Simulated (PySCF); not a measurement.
# WO(OMe)4: geometry, NMR shifts and electronic excitations, part 1 of 2

What NMR shifts and electronic excitations should WO(OMe)4 (`C[O][W](=[O])([O]C)([O]C)[O]C`) show?

Programs: PySCF 2.14.0, with density-fitted response routines of our own. Each step states its level of theory. These are calculated values for one molecule in the gas phase, unless marked as measured. Atoms count from 0, in the outputs and in this text.

## (1) The molecule as given

22 atoms, charge 0, multiplicity 1; geometry from: GFN2-xTB. The atoms were then displaced at random by about 0.03 Å, so the start is not that level's minimum.

Bonds of the start (Å): W0–O1 1.67, W0–O2 1.80, W0–O7 1.99, W0–O12 2.08, W0–O17 1.83, O2–C3 1.40, C3–H4 1.21, C3–H5 1.00, C3–H6 1.11, O7–C8 1.47, C8–H9 1.12, C8–H10 1.09, C8–H11 1.08, O12–C13 1.35, C13–H14 1.12, C13–H15 1.07, C13–H16 1.11, O17–C18 1.44, C18–H19 1.05, C18–H20 1.10, C18–H21 1.06.

## (2) Relaxing the molecule at PBE0-D3(BJ)/def2-SVP

Job settings and geometry (Å):

```
{"job": {"xc": "PBE0", "basis": "def2-SVP", "d3": "d3bj", "grid": 1, "maxiter": 40, "shake": 0.03, "kind": "geom"}, "charge": 0, "multiplicity": 1}
W      0.053580    -0.076920     0.703140
O     -0.049850    -0.012780     2.371070
O      1.735070    -0.357120     0.139610
C      2.006100    -0.329410    -1.237430
H      1.169060    -1.063770    -1.717230
H      2.906910    -0.640300    -1.529650
H      1.772380     0.682310    -1.620600
O      0.409190     1.791900     0.125330
C     -0.274150     2.779610     0.976240
H     -1.369270     2.565930     0.979820
H     -0.116430     3.746640     0.501630
H      0.153710     2.752390     1.965580
O     -1.880350     0.382290     0.087890
C     -1.922770     0.339170    -1.257260
H     -1.140970     0.998470    -1.722340
H     -2.876990     0.696870    -1.577540
H     -1.700990    -0.663770    -1.668390
O     -0.389150    -1.760730     0.149360
C      0.236780    -2.781520     0.948810
H      1.260620    -2.549730     1.020470
H      0.026140    -3.752930     0.475880
H     -0.172640    -2.791640     1.928610
```

The run is started by

```
$ OMP_NUM_THREADS=1 python probes_run.py task.json out
```

This one command runs all jobs of the session in turn.

The program printed:

```text
step   0  E = -601.95525103  max force = 0.134767
step   1  E = -602.00470317  max force = 0.030358
step   2  E = -602.01325883  max force = 0.015542
step   3  E = -602.01802853  max force = 0.017346
step   4  E = -602.02043818  max force = 0.009309
step   5  E = -602.02214542  max force = 0.008280
step   6  E = -602.02346409  max force = 0.006336
step   7  E = -602.02470387  max force = 0.007666
step   8  E = -602.02545205  max force = 0.004343
step   9  E = -602.02610383  max force = 0.004741
step  10  E = -602.02677198  max force = 0.005500
step  11  E = -602.02727306  max force = 0.006072
step  12  E = -602.02755913  max force = 0.003012
step  13  E = -602.02768412  max force = 0.002875
step  14  E = -602.02775910  max force = 0.002387
step  15  E = -602.02787838  max force = 0.002041
step  16  E = -602.02799505  max force = 0.001847
step  17  E = -602.02811291  max force = 0.001941
step  18  E = -602.02822286  max force = 0.002051
step  19  E = -602.02833858  max force = 0.002270
step  20  E = -602.02844400  max force = 0.001891
step  21  E = -602.02854841  max force = 0.001866
step  22  E = -602.02862634  max force = 0.001278
step  23  E = -602.02866652  max force = 0.001370
step  24  E = -602.02868883  max force = 0.001063
step  25  E = -602.02870403  max force = 0.000778
step  26  E = -602.02871618  max force = 0.000394
optimisation converged
```

Wall time 38 min (1 thread of Intel Xeon at 2.50GHz, shared host); peak memory 1.1 GiB.

Relaxation path:

| step | energy from step 0 (eV) | largest force component (eV/Å) |
| --- | --- | --- |
| 0 | 0.0000 | 6.9300 |
| 1 | -1.3457 | 1.5611 |
| 2 | -1.5785 | 0.7992 |
| 3 | -1.7083 | 0.8920 |
| 4 | -1.7738 | 0.4787 |
| 5 | -1.8203 | 0.4258 |
| 6 | -1.8562 | 0.3258 |
| 7 | -1.8899 | 0.3942 |
| 8 | -1.9103 | 0.2233 |
| 9 | -1.9280 | 0.2438 |
| 10 | -1.9462 | 0.2828 |
| 11 | -1.9598 | 0.3122 |
| 12 | -1.9676 | 0.1549 |
| 13 | -1.9710 | 0.1478 |
| 14 | -1.9730 | 0.1227 |
| 15 | -1.9763 | 0.1050 |
| 16 | -1.9795 | 0.0950 |
| 17 | -1.9827 | 0.0998 |
| 18 | -1.9857 | 0.1055 |
| 19 | -1.9888 | 0.1167 |
| 20 | -1.9917 | 0.0972 |
| 21 | -1.9945 | 0.0960 |
| 22 | -1.9966 | 0.0657 |
| 23 | -1.9977 | 0.0704 |
| 24 | -1.9983 | 0.0547 |
| 25 | -1.9988 | 0.0400 |
| 26 | -1.9991 | 0.0203 |

Close pairs (by a distance rule), those that changed most:

| bond | before (Å) | after (Å) | change (Å) |
| --- | --- | --- | --- |
| W0–C18 | 2.722 | 3.039 | +0.317 |
| W0–C3 | 2.764 | 3.035 | +0.271 |
| W0–C13 | 2.815 | 3.024 | +0.209 |
| W0–O12 | 2.081 | 1.892 | -0.189 |
| W0–C8 | 2.888 | 3.044 | +0.156 |
| C3–H4 | 1.212 | 1.106 | -0.107 |
| C3–H5 | 0.997 | 1.102 | +0.105 |
| W0–O2 | 1.795 | 1.890 | +0.095 |

The next job starts from the end point, and lists it.

| at the end point | value |
| --- | --- |
| rotational constants (GHz, main isotopes) | 1.124, 0.928, 0.710 |
| dipole moment (D) | 3.99 |

## (3) Shielding tensors: PBE0/def2-TZVP+pcSseg-1

Job settings and geometry (Å):

```
{"job": {"kind": "nmr", "xc": "PBE0", "basis": {"default": "pcSseg-1", "W": "def2-TZVP"}}, "charge": 0, "multiplicity": 1}
W     -0.013456    -0.013008     0.911921
O     -0.013913    -0.027721     2.609803
O      1.809696    -0.358151     0.550915
C      2.650595    -0.153926    -0.536062
H      2.346108    -0.763289    -1.407208
H      3.681769    -0.431629    -0.264643
H      2.628135     0.910821    -0.830477
O      0.355572     1.714323     0.178558
C     -0.340714     2.922824     0.175219
H     -1.431392     2.756471     0.235205
H     -0.114925     3.478615    -0.749850
H     -0.041287     3.545036     1.036324
O     -1.838087     0.340015     0.558613
C     -2.651328     0.166807    -0.555457
H     -2.308185     0.777308    -1.411439
H     -3.684230     0.461399    -0.310997
H     -2.642333    -0.894934    -0.861575
O     -0.386406    -1.728295     0.151661
C      0.315495    -2.934271     0.142632
H      1.406690    -2.762322     0.147182
H      0.048017    -3.512030    -0.757309
H      0.060157    -3.539084     1.029982
```

Method: GIAO PBE0/pcSseg-1 W:def2-TZVP NMR shielding, scalar relativity only through core potentials, gas phase.

The program printed:

```text
coarse grid: 85224 points
cycle   1  E = -601.6255361466  dE = -1.993e+01  |g| = 2.004e+00  |ddm| = 9.276e+00
cycle   2  E = -596.1059176623  dE =  5.520e+00  |g| = 5.562e+00  |ddm| = 4.210e+00
cycle   3  E = -602.1040641625  dE = -5.998e+00  |g| = 1.181e+00  |ddm| = 3.322e+00
cycle   4  E = -602.3166388613  dE = -2.126e-01  |g| = 6.062e-01  |ddm| = 1.099e+00
cycle   5  E = -602.3738527095  dE = -5.721e-02  |g| = 2.018e-01  |ddm| = 3.834e-01
cycle   6  E = -602.3825240593  dE = -8.671e-03  |g| = 6.794e-02  |ddm| = 1.827e-01
cycle   7  E = -602.3832908347  dE = -7.668e-04  |g| = 2.921e-02  |ddm| = 3.906e-02
cycle   8  E = -602.3834427911  dE = -1.520e-04  |g| = 7.427e-03  |ddm| = 1.925e-02
cycle   9  E = -602.3834536600  dE = -1.087e-05  |g| = 8.742e-04  |ddm| = 4.579e-03
cycle  10  E = -602.3834537592  dE = -9.917e-08  |g| = 6.024e-04  |ddm| = 7.644e-04
final grid: 180928 points
cycle  11  E = -602.3834967338  dE =  2.049e-07  |g| = 1.531e-03  |ddm| = 2.259e-03
cycle  12  E = -602.3834937098  dE =  3.024e-06  |g| = 4.297e-03  |ddm| = 3.084e-03
cycle  13  E = -602.3834971439  dE = -3.434e-06  |g| = 4.142e-04  |ddm| = 2.280e-03
cycle  14  E = -602.3834971758  dE = -3.194e-08  |g| = 3.747e-05  |ddm| = 2.433e-04
cycle  15  E = -602.3834971761  dE = -2.644e-10  |g| = 9.361e-06  |ddm| = 3.039e-05
converged SCF energy = -602.3834971761

GIAO shielding tensors (ppm)
atom      isotropic    diamagn.    paramagn.     s11        s22        s33       span
  0 W          nan         nan         nan        nan        nan        nan        nan
  1 O     -444.764     396.471    -841.235   -784.139   -657.706    107.553    891.692
  2 O       81.002     401.667    -320.664   -205.359    200.953    247.413    452.772
  3 C      124.466     245.771    -121.305     93.214    103.879    176.304     83.090
  4 H       27.334      31.526      -4.192     23.910     26.571     31.521      7.611
  5 H       27.395      27.800      -0.405     23.939     25.329     32.918      8.979
  6 H       27.278      30.736      -3.458     23.991     27.056     30.787      6.797
  7 O      133.623     403.506    -269.883      0.649    152.710    247.510    246.861
  8 C      118.548     242.330    -123.782     81.246     95.854    178.543     97.296
  9 H       27.419      30.062      -2.643     24.137     27.679     30.440      6.303
 10 H       27.289      28.562      -1.274     23.893     25.120     32.853      8.960
 11 H       26.866      27.463      -0.596     23.467     25.144     31.987      8.520
 12 O       78.546     401.455    -322.909   -215.674    203.698    247.614    463.288
 13 C      124.629     245.870    -121.241     93.552    104.348    175.988     82.436
 14 H       27.360      31.657      -4.297     23.982     26.626     31.472      7.490
 15 H       27.415      27.831      -0.416     23.962     25.351     32.932      8.970
 16 H       27.283      30.720      -3.437     23.991     27.053     30.804      6.813
 17 O      132.587     403.466    -270.879     -1.530    152.013    247.277    248.807
 18 C      118.468     242.321    -123.853     81.236     95.838    178.330     97.094
 19 H       27.432      30.138      -2.706     24.089     27.744     30.463      6.374
 20 H       27.296      28.475      -1.180     23.861     25.174     32.852      8.992
 21 H       26.871      27.492      -0.621     23.523     25.139     31.951      8.428
```

It took 3.8 min on 1 thread of Intel Xeon at 2.50GHz, shared host; peak memory 1.4 GiB.

Shifts follow as δ = σ(reference) − σ, with reference shieldings (ppm) from runs at the same level and on the same kind of geometry: 1H TMS 31.27, 13C TMS 184.4, 17O H2O 334.6. The references are single molecules in the gas phase, so shifts against H2O, NH3, PH3, H3PO4 or CFCl3 are not on the usual liquid scales and can be off by tens of ppm. Atoms listed in one row are averaged.

| atoms | environment | σ (ppm) | δ (ppm) |
| --- | --- | --- | --- |
| C3, C8, C13, C18 | carbon bonded to O, 3 H | 121.5 | 62.9 |
| H4, H5, H6, H9, H10 and 7 more | hydrogen on a carbon bonded to O | 27.27 | 4.00 |
| O1 | oxygen bonded to W | -444.8 | 779.3 |
| O2, O7, O12, O17 | oxygen bonded to C, W | 106.4 | 228.1 |

Atoms past Kr carry core potentials, so their printed shieldings have no meaning and are left out of the table.

Charges from the same density, by scheme (e):

| atoms | Mulliken | ESP fit |
| --- | --- | --- |
| W0 | 1.46 | 1.23 |
| O1 | -0.36 | -0.45 |
| O2, O7, O12, O17 | -0.60 | -0.32 |
| C3, C8, C13, C18 | -0.02 | -0.21 |

Mayer bond orders: W0–O1 2.13, W0–O2 1.02, W0–O7 0.97, W0–O12 1.02, W0–O17 0.97, O2–C3 0.90, O7–C8 0.90, O12–C13 0.90, O17–C18 0.90.

With diffuse functions Mulliken charges and Mayer bond orders lose their meaning; the other schemes are steadier.

Orbitals, density, ELF and potential are computed afterwards from the orbital file.

Frontier orbitals at PBE0/def2-TZVP+pcSseg-1, with the share of their density that lies nearest to each atom:

| orbital | energy (eV) | lies on |
| --- | --- | --- |
| HOMO | -7.95 | O7, O17 about 24 % each; O2, O12 about 13 % each |
| LUMO | -1.95 | W0 58 %; O2, O12 about 10 % each |

ELF in a plane through or near 7 of the atoms.

Ten even steps from ' ' (0.00) to '@' (1.00):
```
                                                        
                                                        
                ..                                      
            ++@@@@##....****--                          
          ::@@@@@@@@++%%@@@@@@                          
          ..##@@@@%%--@@@@@@++        ..####++::        
            ..--**::**==**::  ::**==  **@@@@@@##..      
                --++==--..    **%%##--**@@@@%%++        
                    ......  ..**%%##----****::          
        ++%%%%++              ::==--  ::**##**--        
        ==##%%%%::  --==::              ==####==        
          ::++**----##%%**..  ......                    
        ++%%@@@@**--##%%**    ..--++++--                
      ..##@@@@@@**  ==**::  ::**==++--**==..            
        --##@@%%::        ++@@@@@@==%%@@@@%%::          
            ..            %%@@@@%%++@@@@@@@@::          
                          --****::..**@@@@++            
                                      ..                
                                                        
                                                        
```
The map spans 11.4 Å across and 11.1 Å up, centred on the molecule. Atoms in the plane (x, y in Å): C3 (-1.5, 2.2), H5 (-2.3, 2.9), H6 (-0.6, 2.7), H10 (3.0, 1.7), C13 (1.5, -2.2), H15 (2.3, -2.9), H20 (-3.0, -1.8).

log10 of the density (e/Å³) in the same plane.

Ten even steps from '0' (-4.0) to '9' (1.2):
```
0000000000000000000000000000
0000000011110000000000000000
0000012233322211000000000000
0000123455444432100111100000
0000234677666553222333221000
0000235678877654444455442100
0000234578977555665677653200
0000223567776556776777653200
0001234455655556776676553200
0012445544555555665566543200
0023456655565555554455442100
0023556766776555565543321000
0023567776776556777653220000
0023567765665557798754320000
0012445554444567788765321000
0001233332223556667764320000
0000011110012344445543210000
0000000000001122223322100000
0000000000000000011100000000
0000000000000000000000000000
```
The map spans 11.4 Å across and 11.1 Å up, centred on the molecule. Atoms in the plane (x, y in Å): C3 (-1.5, 2.2), H5 (-2.3, 2.9), H6 (-0.6, 2.7), H10 (3.0, 1.7), C13 (1.5, -2.2), H15 (2.3, -2.9), H20 (-3.0, -1.8).

On the surface of density 0.002 e/bohr³ the electrostatic potential runs, from the 1st to the 99th percentile, from -1.62 V near O1 to 0.94 V near H4.

(Continued in part 2 of 2.)
